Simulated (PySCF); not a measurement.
# InC⁻ (triplet): changing the method

Aim: see what other levels and later steps give for InC⁻ (triplet).

Program: PySCF 2.14.0. Level of theory: each script names its method and basis. These are calculated values, not measurements.

9 further runs of the same task are left out: 2 for a known fault of the program, 7 that didn't finish.

**1. The starting structure**

InC⁻ (triplet): 2 atoms, charge -1, spin multiplicity 3.

Bond lengths: In1–C2 2.200 Å.

**2. The base run**

Contents of input.py:

```python
from pyscf import gto, dft

mol = gto.M(
    atom='In 0 0 0; C 0 0 2.2',
    basis='def2-svp',
    ecp={'In': 'def2-svp'},
    charge=-1,
    spin=2,
    verbose=4,
)
mf = dft.UKS(mol, xc='m06l')
mf.kernel()
g = mf.nuc_grad_method()
g.grid_response = True
g.kernel()
mf.dip_moment()
print('orbital energies (hartree):', [e[max(0, n-3):n+3].round(4) for e, n in zip(mf.mo_energy, mol.nelec)])
```

Launch:

```
$ OMP_NUM_THREADS=1 python input.py
```

**3. Population analysis**

Run 1 changes step after the SCF: gradient → analyze.

input.py, as its differences from that of step 2:

```diff
@@ -12,5 +12,3 @@
 mf.kernel()
-g = mf.nuc_grad_method()
-g.grid_response = True
-g.kernel()
+mf.mulliken_pop()
 mf.dip_moment()
```

**4. Blyp**

Run 2 changes functional: m06l → blyp.

input.py, as its differences from that of step 2:

```diff
@@ -10,3 +10,3 @@
 )
-mf = dft.UKS(mol, xc='m06l')
+mf = dft.UKS(mol, xc='blyp')
 mf.kernel()
```

**5. CASCI (ROHF)**

Run 3 changes step after the SCF: gradient → casci; SCF type: UKS → ROHF; functional: m06l → none (Hartree–Fock); active space: none → 10 electrons in 8 orbitals.

Contents of input.py:

```python
from pyscf import gto, scf, mcscf

mol = gto.M(
    atom='In 0 0 0; C 0 0 2.2',
    basis='def2-svp',
    ecp={'In': 'def2-svp'},
    charge=-1,
    spin=2,
    verbose=4,
)
mf = scf.ROHF(mol)
mf.kernel()
mc = mcscf.CASCI(mf, 8, 10)
mc.kernel()
mc.analyze()
mf.dip_moment()
print('orbital energies (hartree):', mf.mo_energy[..., max(0, mol.nelec[1]-3):mol.nelec[0]+3].round(4))
```

**6. CASSCF (ROHF)**

Run 4 changes step after the SCF: gradient → casscf; SCF type: UKS → ROHF; functional: m06l → none (Hartree–Fock); active space: none → 4 electrons in 4 orbitals.

Contents of input.py:

```python
from pyscf import gto, scf, mcscf

mol = gto.M(
    atom='In 0 0 0; C 0 0 2.2',
    basis='def2-svp',
    ecp={'In': 'def2-svp'},
    charge=-1,
    spin=2,
    verbose=4,
)
mf = scf.ROHF(mol)
mf.kernel()
mc = mcscf.CASSCF(mf, 4, 4)
mc.kernel()
mc.analyze()
mf.dip_moment()
print('orbital energies (hartree):', mf.mo_energy[..., max(0, mol.nelec[1]-3):mol.nelec[0]+3].round(4))
```

Q: Predict the outcome of this session. Wanted: for each run, E(SCF); from base; gap, α spin; after the SCF.

As calculated:

| run | E(SCF) (hartree) | from base (eV) | cycles | gap, α spin (eV) | after the SCF |
| --- | --- | --- | --- | --- | --- |
| base | -228.186334 | 0 | 40 | 2.64 | n/a |
| population analysis | -228.186334 | 0.0000 | 40 | 2.64 | n/a |
| blyp | -228.001865 | not comparable | 15 | 1.94 | n/a |
| CASCI (ROHF) | -226.871433 | not comparable | 18 | n/a | CASCI correlation -1.403 eV |
| CASSCF (ROHF) | -226.871433 | not comparable | 18 | n/a | CASSCF correlation -1.365 eV |

The highest filled level of this anion is positive: the basis lacks diffuse functions or the electron is not bound, so these numbers hang on the basis. Total energies of different functionals can't be compared with each other; differences within one functional can.
